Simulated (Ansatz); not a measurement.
# H3O2Sn: the cost of one run

Method: UKS PBE0-D4/def2-SVP, in Ansatz 0.2.0.

**1. The structure to begin with**

Bond lengths: O1–Sn2 1.958 Å, Sn2–O3 1.954 Å, O1–H4 1.003 Å, Sn2–H5 1.748 Å, O3–H6 0.981 Å. Angles: O1–Sn2–O3 108.0°, O1–Sn2–H5 111.5°, O3–Sn2–H5 109.8°, Sn2–O1–H4 100.1°, Sn2–O3–H6 106.2°.

As a file:

```xyz
6

O    -1.3462   -0.7683   -0.2377
Sn    0.3295    0.2200   -0.4587
O     1.3638    0.0286    1.1883
H    -1.8101   -0.5221   -1.0926
H     0.0365    1.9135   -0.7802
H     1.4685   -0.9356    1.3348
```

**2. Relaxing end A**

File input.yaml:

```yaml
crystal:
  periodic: [false, false, false]
  atoms:
    - { symbol: O, position_ang: [-1.3462, -0.7683, -0.2377] }
    - { symbol: Sn, position_ang: [0.3295, 0.22, -0.4587] }
    - { symbol: O, position_ang: [1.3638, 0.0286, 1.1883] }
    - { symbol: H, position_ang: [-1.8101, -0.5221, -1.0926] }
    - { symbol: H, position_ang: [0.0365, 1.9135, -0.7802] }
    - { symbol: H, position_ang: [1.4685, -0.9356, 1.3348] }
magnetization:
  spin_polarized: true
  initial_magnetization: 1
basis:
  gaussian: { orbitals: def2-SVP }
hamiltonian:
  xc: pbe0
  dispersion: d4
relax:
  f_tol: 0.02
  max_steps: 50
output:
  orbitals: {}
```

Started as:

```console
ansatz run input.yaml --threads 2 --pin off --max-ram 3072MiB --backend cpu --events-out ev --progress --plain --runs-dir out
```

**Question.** How long does this run take on 2 threads of Arm Neoverse V1, shared host, and how much memory does it need?

About 26 s, with a peak of 0.18 GiB.
